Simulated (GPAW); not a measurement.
Al3Au:

```
Au Al
1.0
    -2.02533    2.02533    4.05660
     2.02533   -2.02533    4.05660
     2.02533    2.02533   -4.05660
Au Al
1 3
Direct
  0.00000 0.00000 0.00000
  0.50000 0.50000 0.00000
  0.25000 0.75000 0.50000
  0.75000 0.25000 0.50000
```

The cell comes from a database or a generator and needn't be the stable form of this composition.

Base run:

* Program: GPAW 26.7.0
* Functional: PBEsol
* Potentials or basis: PAW data sets generated in the run's folder for this functional
* Cutoff: 600 eV
* Basis: pw
* k mesh: 8 × 8 × 8
* Occupations: fermi-dirac, width 0.05 eV
* Spin: no spin polarisation

Its results: pressure -2.3 GPa.

**Question.** The run is repeated on the same cell with these changes: functional from PBEsol to LDA; potentials or basis from PAW data sets generated in the run's folder for this functional to the program's PAW data sets (release 1.2.1) made for this functional. What comes out?

**Answer.** Pressure -4.6 GPa.

Caveats: with this Au data set, volumes or pressures lay over 1.5 % or 2 GPa off other programs in two to four cells of ten.

Not every run made on this cell is shown here.
